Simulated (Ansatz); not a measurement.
# C3H9BrSn: vertical ionisation energy

How much energy removes an electron from C3H9BrSn at fixed geometry? The cation is run at each level and the neutral's energy taken from earlier runs.

Method: unrestricted cation, the program's frozen cores in correlated methods; program: Ansatz 0.2.0, Gaussian basis.

The runs, in order: UKS PBE-D4/def2-TZVPP; UKS r2SCAN-D4/def2-TZVPP; UKS PBE0-D4/def2-TZVPP; UKS B3LYP-D4/def2-TZVPP; UKS wB97X-V/def2-TZVPP; UKS wB97M-V/def2-TZVPP; UKS B2PLYP/def2-TZVPP; UHF-CCSD(T)/def2-TZVPP; UHF-MP2/def2-QZVPP; extrapolation to the limit; then −ε(HOMO) from the neutral's earlier runs with LDA (SPW92), PBE-D4, revPBE-D4, BLYP-D4, r2SCAN-D4, B97M-V, PBE0-D4, B3LYP-D4, r2SCANh-D4, r2SCAN0-D4, HSE06-D4, BHLYP-D4, CAM-B3LYP-D4, LC-ωPBE, ωB97X-V, ωB97M-V.

## 1. The relaxed structure

An earlier PBE0-D4 in a triple-zeta def2 set relaxation fixed the geometry. Sn takes the def2 core potential; no spin-orbit term is included.

SMILES `[CH3][Sn]([CH3])([CH3])[Br]`, 14 atoms, charge 0, spin multiplicity 1.

Atoms are counted from 1 here; the program's logs count them from 0.

Bond lengths: C1–Sn2 2.134 Å, C1–H6 1.091 Å, C1–H7 1.090 Å, C1–H8 1.090 Å, Sn2–C3 2.134 Å, Sn2–C4 2.134 Å, Sn2–Br5 2.510 Å, C3–H9 1.090 Å, C3–H10 1.091 Å, C3–H11 1.090 Å, C4–H12 1.091 Å, C4–H13 1.090 Å, C4–H14 1.090 Å. Angles: Sn2–C1–H6 110.1°, Sn2–C1–H7 109.6°, Sn2–C1–H8 109.6°, H6–C1–H7 109.2°, H6–C1–H8 109.2°, H7–C1–H8 109.1°, C1–Sn2–C3 113.3°, C1–Sn2–C4 113.3°, C1–Sn2–Br5 105.3°, C3–Sn2–C4 113.3°, C3–Sn2–Br5 105.3°, C4–Sn2–Br5 105.3°, Sn2–C3–H9 109.6°, Sn2–C3–H10 110.1°, Sn2–C3–H11 109.6°, H9–C3–H10 109.2°, H9–C3–H11 109.1°, H10–C3–H11 109.2° and more.

## 2. Cation, UKS PBE-D4/def2-TZVPP

in.yaml reads:

```yaml
crystal:
  periodic: [false, false, false]
  atoms:
    - {symbol: C, position_ang: [-1.824554, 0.958234, 0.176330]}
    - {symbol: Sn, position_ang: [0.157157, 0.258788, -0.195643]}
    - {symbol: C, position_ang: [1.341920, 0.097118, 1.572124]}
    - {symbol: C, position_ang: [0.220618, -1.489506, -1.418022]}
    - {symbol: Br, position_ang: [1.248745, 2.060293, -1.560963]}
    - {symbol: H, position_ang: [-2.374985, 0.228216, 0.772237]}
    - {symbol: H, position_ang: [-1.782745, 1.903884, 0.716324]}
    - {symbol: H, position_ang: [-2.341565, 1.111382, -0.770691]}
    - {symbol: H, position_ang: [2.364643, -0.166475, 1.303526]}
    - {symbol: H, position_ang: [0.933261, -0.672492, 2.229171]}
    - {symbol: H, position_ang: [1.346398, 1.051942, 2.097370]}
    - {symbol: H, position_ang: [-0.230942, -2.332333, -0.891955]}
    - {symbol: H, position_ang: [1.256111, -1.729627, -1.658205]}
    - {symbol: H, position_ang: [-0.326861, -1.308821, -2.342804]}
basis:
  gaussian: {orbitals: def2-TZVPP}
total_charge: 1
magnetization: {spin_polarized: true, initial_magnetization: 1}
hamiltonian: {xc: pbe, dispersion: d4}
```

Launch:

```console
> ansatz run in.yaml --threads 2 --pin off --events-out ev --progress --plain --max-ram 32768MiB --backend cuda --devices 0, --max-vram 18GiB
```

What it wrote:

```text
Functional definition: PBE
  name "PBE"
  cite "Perdew, Burke & Ernzerhof, Phys. Rev. Lett. 77, 3865 (1996) doi:10.1103/PhysRevLett.77.3865"
  parent pbe
  parameter kappa = 0.804
  parameter beta = 0.06672455060314922
  exchange = pbe_x(kappa = kappa, mu = beta*pi^2/3)
  correlation = pbe_c(beta = beta)
1835 factors; their error is unknown
mean field evaluation 1: about -79076.6688 eV, gradient 8.9e1 eV
mean field evaluation 2: about -78989.8933 eV, gradient 1.4e2 eV
mean field evaluation 4: about -79109.3014 eV, gradient 2.9e1 eV
mean field evaluation 8: about -79114.1443 eV, gradient 5.6e0 eV
mean field evaluation 16: about -79114.3399 eV, gradient 3.8e-2 eV
mean field evaluation 32: about -79114.2887 eV, gradient 7.7e-6 eV
mean field evaluation 64: about -79114.2887 eV, gradient 6.8e-5 eV
mean field -79114.28870727 eV, -2907.3964844012 hartree, gradient 7.7e-6 eV, S^2 0.752484; 8 other end points of the search recorded, 0 dependent functions left out
reference -79114.28875349 eV, -2907.3964860997 hartree; 42, 41 occupied and 275, 276 virtual orbitals, 1835 factors
Total energy: -79114.58410510 eV, -2907.4073400712 hartree
```

Run time: 33 s. Hardware: 1 × H100 (card shared with other runs) with 2 threads of AMD EPYC 7R13, shared host; peak host memory 0.95 GiB.

The neutral molecule at this level: -79123.7048 eV. Difference: 9.121 eV. ⟨S²⟩ = 0.752.

## 3. Cation, UKS r2SCAN-D4/def2-TZVPP

in.yaml, as its differences from that of step 2:

```diff
@@ -21,2 +21,2 @@
 magnetization: {spin_polarized: true, initial_magnetization: 1}
-hamiltonian: {xc: pbe, dispersion: d4}
+hamiltonian: {xc: r2scan, dispersion: d4}
```

Launched as before.

What it wrote, cut to the lines that bear on the results:

```text
Functional definition: r2SCAN
  name "r2SCAN"
  cite "Furness, Kaplan, Ning, Perdew & Sun, J. Phys. Chem. Lett. 11, 8208 (2020) doi:10.1021/acs.jpclett.0c02405"
  cite "Furness, Kaplan, Ning, Perdew & Sun, J. Phys. Chem. Lett. 11, 9248 (2020) doi:10.1021/acs.jpclett.0c03077"
  parent r2scan
[...]
1835 factors; their error is unknown
[...]
mean field -79129.35719521 eV, -2907.9502411191 hartree, gradient 6.5e-6 eV, S^2 0.755750; 12 other end points of the search recorded, 0 dependent functions left out
reference -79129.35721156 eV, -2907.9502417202 hartree; 42, 41 occupied and 275, 276 virtual orbitals, 1835 factors
Total energy: -79129.43274748 eV, -2907.9530176140 hartree
```

Wall time 33 s (1 × H100 (card shared with other runs) with 2 threads of AMD EPYC 7R13, shared host); peak host memory 1 GiB.

Less the neutral's -79138.7201 eV (earlier run), this gives 9.287 eV. ⟨S²⟩ = 0.756.

## 4. Cation, UKS PBE0-D4/def2-TZVPP

in.yaml, as its differences from that of step 3:

```diff
@@ -21,2 +21,2 @@
 magnetization: {spin_polarized: true, initial_magnetization: 1}
-hamiltonian: {xc: r2scan, dispersion: d4}
+hamiltonian: {xc: pbe0, dispersion: d4}
```

Launched as before.

What it wrote, cut to the lines that bear on the results:

```text
Functional definition: PBE0
  name "PBE0"
  cite "Adamo & Barone, J. Chem. Phys. 110, 6158 (1999) doi:10.1063/1.478522"
  cite "Perdew, Burke & Ernzerhof, Phys. Rev. Lett. 77, 3865 (1996) doi:10.1103/PhysRevLett.77.3865"
  parent pbe
[...]
1945 factors; their error is unknown
[...]
mean field -79117.39912336 eV, -2907.5107900841 hartree, gradient 3.9e-6 eV, S^2 0.757693; 7 other end points of the search recorded, 0 dependent functions left out
reference -79117.39915773 eV, -2907.5107913473 hartree; 42, 41 occupied and 275, 276 virtual orbitals, 1945 factors
Total energy: -79117.65565558 eV, -2907.5202174694 hartree
```

It took 73 s on 1 × H100 (card shared with other runs) with 2 threads of AMD EPYC 7R13, shared host; peak host memory 0.95 GiB.

The neutral molecule at this level: -79127.1381 eV. Difference: 9.482 eV. ⟨S²⟩ = 0.758.

## 5. Cation, UKS B3LYP-D4/def2-TZVPP

in.yaml, as its differences from that of step 4:

```diff
@@ -21,2 +21,2 @@
 magnetization: {spin_polarized: true, initial_magnetization: 1}
-hamiltonian: {xc: pbe0, dispersion: d4}
+hamiltonian: {xc: {name: B3LYP}, dispersion: d4}
```

Launched as before.

What it wrote, cut to the lines that bear on the results:

```text
Functional definition: B3LYP
  name "B3LYP"
  cite "Stephens, Devlin, Chabalowski & Frisch, J. Phys. Chem. 98, 11623 (1994) doi:10.1021/j100096a001"
  cite "Becke, Phys. Rev. A 38, 3098 (1988) doi:10.1103/PhysRevA.38.3098"
  cite "Lee, Yang & Parr, Phys. Rev. B 37, 785 (1988) doi:10.1103/PhysRevB.37.785"
  cite "Vosko, Wilk & Nusair, Can. J. Phys. 58, 1200 (1980) doi:10.1139/p80-159"
[...]
1916 factors; their error is unknown
[...]
mean field -79132.51772872 eV, -2908.0663885834 hartree, gradient 6.7e-6 eV, S^2 0.755899; 7 other end points of the search recorded, 0 dependent functions left out
reference -79132.51803364 eV, -2908.0663997892 hartree; 42, 41 occupied and 275, 276 virtual orbitals, 1916 factors
Total energy: -79132.99385800 eV, -2908.0838860116 hartree
```

Wall time 36 s (1 × H100 (card shared with other runs) with 2 threads of AMD EPYC 7R13, shared host); peak host memory 0.97 GiB.

Less the neutral's -79142.4434 eV (earlier run), this gives 9.450 eV. ⟨S²⟩ = 0.756.

## 6. Cation, UKS wB97X-V/def2-TZVPP

in.yaml, as its differences from that of step 5:

```diff
@@ -21,2 +21,2 @@
 magnetization: {spin_polarized: true, initial_magnetization: 1}
-hamiltonian: {xc: {name: B3LYP}, dispersion: d4}
+hamiltonian: {xc: {name: wB97X-V}}
```

The command is unchanged.

What it wrote, cut to the lines that bear on the results:

```text
Functional definition: wB97X-V
  name "wB97X-V"
  cite "Mardirossian & Head-Gordon, Phys. Chem. Chem. Phys. 16, 9904 (2014) doi:10.1039/C3CP54374A"
  cite "Becke, J. Chem. Phys. 107, 8554 (1997) doi:10.1063/1.475007"
  cite "Vydrov & Van Voorhis, J. Chem. Phys. 133, 244103 (2010) doi:10.1063/1.3521275"
[...]
      + integral(e_c_pw_opposite_spin*poly(b97_u_opposite, cos0, cos1)) + vv10(b, c)
1916 factors; their error is unknown
440 factors; integrals over basis functions are off by at most 1.6e-5 eV
[...]
mean field -79121.33478808 eV, -2907.6554230950 hartree, gradient 2.6e-6 eV, S^2 0.762205; 6 other end points of the search recorded, 0 dependent functions left out
reference -79121.33478574 eV, -2907.6554230091 hartree; 42, 41 occupied and 275, 276 virtual orbitals, 1916 factors
Total energy: -79121.33478574 eV, -2907.6554230091 hartree
```

It took 84 s on 1 × H100 (card shared with other runs) with 2 threads of AMD EPYC 7R13, shared host; peak host memory 1.1 GiB.

The neutral molecule at this level: -79131.1705 eV. Difference: 9.836 eV. ⟨S²⟩ = 0.762.

## 7. Cation, UKS wB97M-V/def2-TZVPP

in.yaml, as its differences from that of step 6:

```diff
@@ -21,2 +21,2 @@
 magnetization: {spin_polarized: true, initial_magnetization: 1}
-hamiltonian: {xc: {name: wB97X-V}}
+hamiltonian: {xc: {name: wB97M-V}}
```

Launched as before.

What it wrote, cut to the lines that bear on the results:

```text
Functional definition: wB97M-V
  name "wB97M-V"
  cite "Mardirossian & Head-Gordon, J. Chem. Phys. 144, 214110 (2016) doi:10.1063/1.4952647"
  cite "Becke, J. Chem. Phys. 107, 8554 (1997) doi:10.1063/1.475007"
  cite "Vydrov & Van Voorhis, J. Chem. Phys. 133, 244103 (2010) doi:10.1063/1.3521275"
  # Of w^i u^j: cxij and so on, Table III.
[...]
  gx(w, u) = 1 - cx + cx01*u + cx10*w
  gss(w, u) = css00 + css04*u^4 + css10*w + css20*w^2 + css43*w^4*u^3
  gos(w, u) = cos00 + cos10*w + (cos20 + cos21*u)*w^2 + (cos60 + cos61*u)*w^6
[...]
      + integral(e_c_pw_mod_opposite_spin*gos(b97_w_opposite, b97_u_opposite)) + vv10(b, c)
1911 factors; their error is unknown
440 factors; integrals over basis functions are off by at most 1.6e-5 eV
[...]
mean field -79121.75289487 eV, -2907.6707882360 hartree, gradient 2.8e-6 eV, S^2 0.759897; 12 other end points of the search recorded, 0 dependent functions left out
reference -79121.75295176 eV, -2907.6707903267 hartree; 42, 41 occupied and 275, 276 virtual orbitals, 1911 factors
Total energy: -79121.75295176 eV, -2907.6707903267 hartree
```

It took 77 s on 1 × H100 (card shared with other runs) with 2 threads of AMD EPYC 7R13, shared host; peak host memory 1.2 GiB.

Less the neutral's -79131.5261 eV (earlier run), this gives 9.773 eV. ⟨S²⟩ = 0.760.

## 8. Cation, UKS B2PLYP (frozen core)/def2-TZVPP

in.yaml, as its differences from that of step 7:

```diff
@@ -21,2 +21,2 @@
 magnetization: {spin_polarized: true, initial_magnetization: 1}
-hamiltonian: {xc: {name: wB97M-V}}
+hamiltonian: {xc: {name: B2PLYP}}
```

Same command.

What it wrote, cut to the lines that bear on the results:

```text
Functional definition: B2PLYP
  name "B2PLYP"
  cite "Grimme, J. Chem. Phys. 124, 034108 (2006) doi:10.1063/1.2148954"
  cite "Becke, Phys. Rev. A 38, 3098 (1988) doi:10.1103/PhysRevA.38.3098"
  cite "Lee, Yang & Parr, Phys. Rev. B 37, 785 (1988) doi:10.1103/PhysRevB.37.785"
[...]
2032 factors; integrals over basis functions are off by at most 1.0e-3 eV
[...]
mean field -79100.01836794 eV, -2906.8720591037 hartree, gradient 3.1e-9 eV, S^2 0.768929; 8 other end points of the search recorded, 0 dependent functions left out
16 core orbitals not correlated: weight in the atoms' cores, before any rotation towards them, 1.000 or more for the frozen orbitals, at most 0.000 for the correlated occupied ones
reference -79100.01856079 eV, -2906.8720661908 hartree; 26, 25 occupied and 275, 276 virtual orbitals, 2032 factors
second order -36.98667482 eV of doubles, -0.00000000 eV of singles
Total energy: -79110.00496299 eV, -2907.2390597027 hartree
```

Run time: 55 s. Hardware: 1 × H100 (card shared with other runs) with 2 threads of AMD EPYC 7R13, shared host; peak host memory 1.5 GiB.

The neutral molecule at this level: -79119.5492 eV. Difference: 9.544 eV. ⟨S²⟩ = 0.769.

## 9. Cation, UHF-CCSD(T)/def2-TZVPP

in.yaml, as its differences from that of step 8:

```diff
@@ -21,2 +21,3 @@
 magnetization: {spin_polarized: true, initial_magnetization: 1}
-hamiltonian: {xc: {name: B2PLYP}}
+correlation: {method: ccsd_t}
+scf: {omitted_lower_state_checks: [cluster_reference]}
```

Same command.

What it wrote, cut to the lines that bear on the results:

```text
Functional definition: HF
  name "HF"
  cite "Fock, Z. Phys. 61, 126 (1930) doi:10.1007/BF01340294"
  parent pbe
[...]
2032 factors; integrals over basis functions are off by at most 1.0e-3 eV
[...]
mean field -79032.43142744 eV, -2904.3882848523 hartree, gradient 5.9e-10 eV, S^2 0.761293; 17 other end points of the search recorded, 0 dependent functions left out
16 core orbitals not correlated: weight in the atoms' cores, before any rotation towards them, 1.000 or more for the frozen orbitals, at most 0.000 for the correlated occupied ones
reference -79032.43142744 eV, -2904.3882848523 hartree; 26, 25 occupied and 275, 276 virtual orbitals, 2032 factors
second order -30.22133610 eV of doubles, -0.00000000 eV of singles
cycle   1  -30.57122785 eV  change   -3.5e-1 eV  update   1.2e-1
[...]
cycle  14  -31.47849588 eV  change   -5.4e-5 eV  update   5.3e-5
perturbative correction -1.16713897 eV, -0.0428915661 hartree
Total energy: -79065.07706229 eV, -2905.5879898052 hartree
Checks for a lower state left out: cluster_reference
```

Run time: 2.2 min. Hardware: 1 × H100 (card shared with other runs) with 2 threads of AMD EPYC 7R13, shared host; peak host memory 1.5 GiB.

The neutral molecule at this level: -79074.8459 eV. Difference: 9.769 eV. ⟨S²⟩ = 0.761. T1 = 0.032 (report).

## 10. Cation, UHF-MP2/def2-QZVPP

in.yaml, as its differences from that of step 9:

```diff
@@ -18,6 +18,6 @@
 basis:
-  gaussian: {orbitals: def2-TZVPP}
+  gaussian: {orbitals: "def2-QZVPP.json"}
 total_charge: 1
 magnetization: {spin_polarized: true, initial_magnetization: 1}
-correlation: {method: ccsd_t}
+correlation: {method: mp2}
 scf: {omitted_lower_state_checks: [cluster_reference]}
```

Launched as before.

What it wrote, cut to the lines that bear on the results:

```text
Functional definition: HF
  name "HF"
  cite "Fock, Z. Phys. 61, 126 (1930) doi:10.1007/BF01340294"
  parent pbe
[...]
3705 factors; integrals over basis functions are off by at most 7.4e-4 eV
[...]
mean field -79033.99995151 eV, -2904.4459270488 hartree, gradient 4.0e-10 eV, S^2 0.761761; 17 other end points of the search recorded, 0 dependent functions left out
16 core orbitals not correlated: weight in the atoms' cores, before any rotation towards them, 1.000 or more for the frozen orbitals, at most 0.000 for the correlated occupied ones
reference -79033.99995151 eV, -2904.4459270488 hartree; 26, 25 occupied and 570, 571 virtual orbitals, 3705 factors
second order -45.48383905 eV of doubles, -0.00000000 eV of singles
Total energy: -79079.48379056 eV, -2906.1174273037 hartree
Checks for a lower state left out: cluster_reference
```

It took 94 s on 1 × H100 (card shared with other runs) with 2 threads of AMD EPYC 7R13, shared host; peak host memory 1.4 GiB.

The neutral molecule at this level: -79089.6177 eV. Difference: 10.134 eV. ⟨S²⟩ = 0.762.

## 11. The basis-set limit

This step is arithmetic on the last runs, with X = 3 and 4: exp(−7.88√X) for Hartree-Fock, X^−2.97 for correlation; only MP2 was run in the larger set, so CCSD(T) minus MP2 is added from the smaller one.

```csv
level,energy at the limit (eV)
HF,-79034.2160
MP2,-79091.0054
CCSD,-79092.2625
CCSD(T),-79093.4297
```

This is no true limit for total energies: MP2 correlation changes by a factor of 1.51 from triple to quadruple zeta (about 1.07 in light molecules), because outer-core shells are correlated in sets not made for them. Much of that cancels between molecule and atoms or ions.

The neutral's limit, from its own earlier runs, is -79103.4205 eV in the additive form (MP2 limit plus CCSD(T) minus MP2 in triple zeta), in which the cation has -79093.4297 eV.

## 12. Ionisation energies side by side

Differences are taken before rounding.

```csv
method,ionisation energy (eV),from CCSD(T)/CBS (eV),time
PBE-D4,9.12,-0.87,39 s
r2SCAN-D4,9.29,-0.70,38 s
PBE0-D4,9.48,-0.51,79 s
B3LYP-D4,9.45,-0.54,40 s
ωB97X-V,9.84,-0.16,95 s
ωB97M-V,9.77,-0.22,93 s
B2PLYP,9.54,-0.45,63 s
HF/def2-TZVPP,9.04,-0.95,
MP2/def2-TZVPP,10.01,+0.02,
CCSD/def2-TZVPP,9.78,-0.21,
CCSD(T)/def2-TZVPP,9.77,-0.22,2.5 min
CCSD(T)/CBS,9.99,0,4.2 min
```

Among the levels timed on like hardware and quicker than the yardstick, those that no quicker one beats, quickest first: r2SCAN-D4 (38 s, -0.70 eV); B3LYP-D4 (40 s, -0.54 eV); B2PLYP (63 s, -0.45 eV); ωB97M-V (93 s, -0.22 eV); ωB97X-V (95 s, -0.16 eV).

Times add the cation's run and the neutral's; HF, MP2 and CCSD come out of the CCSD(T) runs.

For comparison, −ε(HOMO) of the neutral from earlier runs:

```csv
functional,−ε(HOMO) (eV),by energy difference (eV)
LDA (SPW92),6.52,
PBE-D4,6.38,9.12
revPBE-D4,6.32,
BLYP-D4,6.21,
r2SCAN-D4,6.68,9.29
B97M-V,6.77,
PBE0-D4,7.61,9.48
B3LYP-D4,7.36,9.45
r2SCANh-D4,7.13,
r2SCAN0-D4,7.80,
HSE06-D4,7.21,
BHLYP-D4,8.69,
CAM-B3LYP-D4,8.91,
LC-ωPBE,10.28,
ωB97X-V,9.93,9.84
ωB97M-V,9.80,9.77
```

## 13. Summary of results

| quantity | value |
| --- | --- |
| ionisation energy, CCSD(T)/CBS | 9.99 eV |
| nearest functional by difference | ωB97X-V (-0.16 eV) |
| nearest −ε(HOMO) | ωB97X-V (-0.06 eV) |
| −ε(HOMO) of PBE | 6.38 eV |
| T1 of the cation | 0.032 |

Energy differences with functionals land within 0.87 eV of the reference. The PBE orbital energy is 3.6 eV too small: a semilocal HOMO is no ionisation energy. Among orbital estimates ωB97X-V comes nearest. Hartree-Fock falls 0.95 eV short, as the neutral has more correlation energy than the cation. The cation's T1 (from the report) is 0.032, near the customary mark of 0.045 for open shells, so the coupled-cluster value is less safe. Correlated methods include outer-core shells of Br, Sn, which these sets cover unevenly. With outer-core shells in play the reference is unsure by up to some tenths of an eV, so close misses can't be ranked.

For cost: ωB97X-V gets within 0.16 eV in 95 s, where CCSD(T)/CBS took 4.2 min; the quickest level in the cost chart, r2SCAN-D4, takes 38 s and misses by 0.70 eV.
